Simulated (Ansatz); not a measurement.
# C2H4BNO: up Jacob's ladder to CCSD(T)

An exercise on one series of results from a longer session: the logs are not shown, and one member is left open.

Program: Ansatz 0.2.0, Gaussian basis. Level of theory: functionals in def2-TZVPP, the program's frozen cores in correlated methods. These are calculated values, not measurements.

Plan: LDA (SPW92), PBE-D4, revPBE-D4, BLYP-D4, r2SCAN-D4, B97M-V, PBE0-D4, B3LYP-D4, r2SCANh-D4, r2SCAN0-D4, HSE06-D4, BHLYP-D4, CAM-B3LYP-D4, LC-ωPBE, ωB97X-V, ωB97M-V, B2PLYP, PBE-QIDH; CCSD(T)/def2-SVP; CCSD(T)/def2-TZVPP; MP2/def2-QZVPP; extrapolation to the limit; RPA on PBE.

### The geometry

All runs share one geometry, relaxed beforehand with PBE0-D4 in a triple-zeta def2 set.

SMILES `BCOC#N`, 9 atoms, charge 0, spin multiplicity 1.

Atoms are counted from 1 here; the program's logs count them from 0.

Bond lengths: B1–C2 1.547 Å, B1–H6 1.194 Å, B1–H7 1.191 Å, C2–O3 1.454 Å, C2–H8 1.099 Å, C2–H9 1.099 Å, O3–C4 1.281 Å, C4–N5 1.155 Å. Angles: C2–B1–H6 116.7°, C2–B1–H7 122.0°, H6–B1–H7 121.3°, B1–C2–O3 112.8°, B1–C2–H8 110.2°, B1–C2–H9 110.1°, O3–C2–H8 108.9°, O3–C2–H9 108.9°, H8–C2–H9 105.8°, C2–O3–C4 115.0°, O3–C4–N5 178.5°.

The first run:

File in.yaml:

```yaml
crystal:
  periodic: [false, false, false]
  atoms:
    - {symbol: B, position_ang: [0.423235, 1.017682, 1.186606]}
    - {symbol: C, position_ang: [-0.229876, 0.236641, 0.022119]}
    - {symbol: O, position_ang: [0.545130, -0.926099, -0.380788]}
    - {symbol: C, position_ang: [0.042074, -1.604673, -1.343609]}
    - {symbol: N, position_ang: [-0.387910, -2.235745, -2.210210]}
    - {symbol: H, position_ang: [-0.155195, 1.987225, 1.574017]}
    - {symbol: H, position_ang: [1.452621, 0.674543, 1.677599]}
    - {symbol: H, position_ang: [-1.239923, -0.090423, 0.305124]}
    - {symbol: H, position_ang: [-0.361655, 0.894549, -0.847960]}
basis:
  gaussian: {orbitals: def2-TZVPP}
hamiltonian: {xc: lda}
output: {orbitals: {seedname: orbitals}}
```

Run with:

```bash
$ ansatz run in.yaml --threads 2 --pin off --events-out ev --progress --plain --max-ram 4352MiB
```

Among the steps run: LDA; PBE-D4 (GGA); revPBE-D4 (GGA); BLYP-D4 (GGA); r2SCAN-D4 (meta-GGA); B97M-V (meta-GGA); B3LYP-D4 (hybrid); r2SCANh-D4 (hybrid); r2SCAN0-D4 (hybrid); HSE06-D4 (hybrid); BHLYP-D4 (hybrid); CAM-B3LYP-D4 (range-separated); LC-ωPBE (range-separated); ωB97X-V (range-separated); ωB97M-V (range-separated); B2PLYP (double hybrid); PBE-QIDH (double hybrid).

One table of the session follows, with a row left open; its other results are not shown here.

It belongs to the step «Orbital energies across the functionals». 

```
  functional  HOMO (eV)  LUMO (eV)  gap (eV)
 LDA (SPW92)      -7.31      -3.62      3.69
      PBE-D4      -7.09      -3.33      3.76
   revPBE-D4      -7.02      -3.21      3.81
     BLYP-D4      -6.96      -3.19      3.77
   r2SCAN-D4      -7.38      -2.91      4.47
      B97M-V      -7.42      -3.02      4.39
     PBE0-D4      -8.52      -2.28      6.25
    B3LYP-D4      -8.27      -2.53      5.74
  r2SCANh-D4      -7.91      -2.55      5.36
  r2SCAN0-D4      -8.73      -2.03      6.70
    HSE06-D4      -8.12      -2.66      5.45
    BHLYP-D4          ?          ?         ?
CAM-B3LYP-D4      -9.95      -1.18      8.77
     LC-ωPBE     -11.32       0.09     11.41
     ωB97X-V     -10.93      -0.03     10.91
     ωB97M-V     -10.84      -0.31     10.54
```

**Question.** Estimate the row for BHLYP-D4.

Worked estimate for «HOMO (eV)». Against the share of exact exchange, BLYP-D4 (0, -6.96), B3LYP-D4 (0.2, -8.27) give a slope of -6.55 per unit share; at 0.5 the line stands at -10.23.

The run gave: HOMO (eV): -9.84; LUMO (eV): -1.22; gap (eV): 8.62. In «HOMO (eV)» the line misses by -0.39.
